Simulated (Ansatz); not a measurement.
# C3H8Si: the cost of one run

Method: RKS PBE0/STO-3G, in Ansatz 0.2.0.

## (1) The starting structure

Bond lengths: C1–C2 1.194 Å, C1–H3 1.050 Å, C2–H4 1.050 Å, C5–Si6 1.894 Å, C5–H7 1.087 Å, C5–H8 1.087 Å, C5–H9 1.087 Å, Si6–H10 1.466 Å, Si6–H11 1.466 Å, Si6–H12 1.465 Å. Angles: C1–C2–H4 179.5°, C2–C1–H3 179.6°, C5–Si6–H10 109.7°, C5–Si6–H11 109.9°, C5–Si6–H12 109.8°, H10–Si6–H11 108.8°, H10–Si6–H12 109.3°, H11–Si6–H12 109.4°, Si6–C5–H7 111.0°, Si6–C5–H8 111.2°, Si6–C5–H9 111.4°, H7–C5–H8 107.7°, H7–C5–H9 107.8°, H8–C5–H9 107.5°.

Structure file:

```xyz
12

C    -0.1809   -0.4830   -2.8738
C     0.0620    0.6274   -2.5070
H    -0.3994   -1.4594   -3.1919
H     0.2700    1.6023   -2.1780
C     0.5419   -0.7784    0.9446
Si   -0.4416    0.6474    1.7120
H     0.5311   -0.7197   -0.1412
H     0.1245   -1.7409    1.2281
H     1.5795   -0.7636    1.2675
H     0.1542    1.9269    1.3164
H    -0.4112    0.5439    3.1739
H    -1.8302    0.5971    1.2493
```

## (2) Preparing the start

File input.yaml:

```yaml
crystal:
  periodic: [false, false, false]
  atoms:
    - { symbol: C, position_ang: [-0.1809, -0.483, -2.8738] }
    - { symbol: C, position_ang: [0.062, 0.6274, -2.507] }
    - { symbol: H, position_ang: [-0.3994, -1.4594, -3.1919] }
    - { symbol: H, position_ang: [0.27, 1.6023, -2.178] }
    - { symbol: C, position_ang: [0.5419, -0.7784, 0.9446] }
    - { symbol: Si, position_ang: [-0.4416, 0.6474, 1.712] }
    - { symbol: H, position_ang: [0.5311, -0.7197, -0.1412] }
    - { symbol: H, position_ang: [0.1245, -1.7409, 1.2281] }
    - { symbol: H, position_ang: [1.5795, -0.7636, 1.2675] }
    - { symbol: H, position_ang: [0.1542, 1.9269, 1.3164] }
    - { symbol: H, position_ang: [-0.4112, 0.5439, 3.1739] }
    - { symbol: H, position_ang: [-1.8302, 0.5971, 1.2493] }
basis:
  gaussian: { orbitals: STO-3G }
hamiltonian:
  xc: pbe0
relax:
  f_tol: 0.02
  max_steps: 40
scf:
  lower_state_search: "off"
output:
  orbitals: {}
```

Launch:

```
> ansatz run input.yaml --threads 1 --pin off --max-ram 2048MiB --backend cpu --events-out ev --progress --plain --runs-dir out
```

Q: Estimate wall time and peak memory on 1 thread of Arm Neoverse V1, shared host.

About 14 s, with a peak of 0.1 GiB.
